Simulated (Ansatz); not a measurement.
# AlBrH₄SeSi: up Jacob's ladder to CCSD(T)

Aim: compute AlBrH₄SeSi with functionals from several rungs and with coupled cluster, and see how far each lands from CCSD(T) at the basis-set limit for the atomisation energy.

The runs use Ansatz 0.2.0, Gaussian basis; functionals in def2-TZVPP, the program's frozen cores in correlated methods.

Levels to be run: LDA (SPW92), PBE-D4, revPBE-D4, BLYP-D4, r2SCAN-D4, B97M-V, PBE0-D4, B3LYP-D4, r2SCANh-D4, r2SCAN0-D4, HSE06-D4, BHLYP-D4, CAM-B3LYP-D4, LC-ωPBE, ωB97X-V, ωB97M-V, B2PLYP, PBE-QIDH; CCSD(T)/def2-SVP; CCSD(T)/def2-TZVPP; MP2/def2-QZVPP; extrapolation to the limit; RPA on PBE.

### 1 The geometry

All runs share one geometry, relaxed beforehand with PBE0-D4 in a triple-zeta def2 set.

8 atoms, charge 0, spin multiplicity 1.

Atoms are counted from 1 here; the program's logs count them from 0.

Bond lengths: Al1–Se2 2.422 Å, Al1–Br4 2.634 Å, Al1–H5 1.579 Å, Al1–H6 1.580 Å, Se2–Si3 2.211 Å, Si3–Br4 2.315 Å, Si3–H7 1.480 Å, Si3–H8 1.480 Å. Angles: Se2–Al1–Br4 90.6°, Se2–Al1–H5 114.3°, Se2–Al1–H6 115.5°, Br4–Al1–H5 103.0°, Br4–Al1–H6 100.8°, H5–Al1–H6 123.8°, Al1–Se2–Si3 84.6°, Se2–Si3–Br4 105.2°, Se2–Si3–H7 117.0°, Se2–Si3–H8 115.8°, Br4–Si3–H7 102.7°, Br4–Si3–H8 103.9°, H7–Si3–H8 110.3°, Al1–Br4–Si3 77.9°.

### 2 LDA

This LDA is Slater exchange with PW92 correlation.

The input, in.yaml:

```yaml
crystal:
  periodic: [false, false, false]
  atoms:
    - {symbol: Al, position_ang: [-0.535122, 1.364352, -0.733554]}
    - {symbol: Se, position_ang: [1.234446, 1.025501, 0.884339]}
    - {symbol: Si, position_ang: [0.639005, -1.101593, 0.776505]}
    - {symbol: Br, position_ang: [-0.797161, -1.239253, -1.033393]}
    - {symbol: H, position_ang: [-0.035050, 1.837493, -2.155132]}
    - {symbol: H, position_ang: [-1.946430, 1.737357, -0.128437]}
    - {symbol: H, position_ang: [-0.187833, -1.624291, 1.887410]}
    - {symbol: H, position_ang: [1.720244, -2.056666, 0.446360]}
basis:
  gaussian: {orbitals: def2-TZVPP}
hamiltonian: {xc: lda}
output: {orbitals: {seedname: orbitals}}
```

Command:

```sh
> ansatz run in.yaml --threads 4 --pin off --events-out ev --progress --plain --max-ram 10444MiB
```

After this run come: PBE-D4 (GGA); revPBE-D4 (GGA); BLYP-D4 (GGA); r2SCAN-D4 (meta-GGA); B97M-V (meta-GGA); PBE0-D4 (hybrid); B3LYP-D4 (hybrid); r2SCANh-D4 (hybrid); r2SCAN0-D4 (hybrid); HSE06-D4 (hybrid); BHLYP-D4 (hybrid); CAM-B3LYP-D4 (range-separated); LC-ωPBE (range-separated); ωB97X-V (range-separated); ωB97M-V (range-separated); B2PLYP (double hybrid); PBE-QIDH (double hybrid); CCSD(T) in def2-SVP; CCSD(T) in def2-TZVPP; MP2 in def2-QZVPP; RPA on PBE orbitals.

Before running them: what should the planned runs give, taken together? Wanted: atomisation energy, CCSD(T)/CBS; farthest beyond LDA; mean size of error, GGA; mean size of error, meta-GGA; mean size of error, hybrid; mean size of error, range-separated; mean size of error, double hybrid; gap, smallest and largest; T1 diagnostic.

As calculated:

| quantity | value |
| --- | --- |
| atomisation energy, CCSD(T)/CBS | 2228.2 kJ/mol |
| functionals within 22.3 kJ/mol (1.0 %) | r2SCAN-D4, B97M-V, r2SCANh-D4, ωB97X-V |
| farthest beyond LDA | BLYP-D4 (-84.6 kJ/mol) |
| mean size of error, GGA | 70.8 kJ/mol |
| mean size of error, meta-GGA | 7.4 kJ/mol |
| mean size of error, hybrid | 44.6 kJ/mol |
| mean size of error, range-separated | 42.1 kJ/mol |
| mean size of error, double hybrid | 60.3 kJ/mol |
| gap, smallest and largest | 3.68 eV (LDA (SPW92)), 10.49 eV (LC-ωPBE) |
| T1 diagnostic | 0.0086 |
| triples share of the correlation energy | 3.6 % |

**Reading.** The LDA atomisation energy is off by 224.4 kJ/mol (10 %): it overbinds. PBE-D4 is off by -43.8 kJ/mol. Double hybrids carry the basis error of their MP2 part in triple zeta, and no dispersion term here, so their miss is partly the set-up's. Taken by rung, meta-GGA functionals do best (7.4 kJ/mol on average) and GGA ones worst beyond LDA (70.8 kJ/mol). double hybrid functionals lie within the reference's doubt of that worst mean (60.3 kJ/mol), so those two tie. Misses under about 22.3 kJ/mol are within the doubt on the reference itself, which lacks core-valence correlation, relativity and higher excitations, and its outer-core shells are covered unevenly. All levels share the lack of spin-orbit coupling, which lowers the free heavy atoms and so the true binding. Hartree-Fock recovers 73 % of the binding; the rest is correlation. CCSD(T) in def2-SVP is off by -201.6 kJ/mol, which most functionals beat. The gap grows from 3.7 to 10.5 eV across the functionals, mostly with the share of exact exchange. Correlated methods include outer-core shells of Br, Se, which these sets cover unevenly.
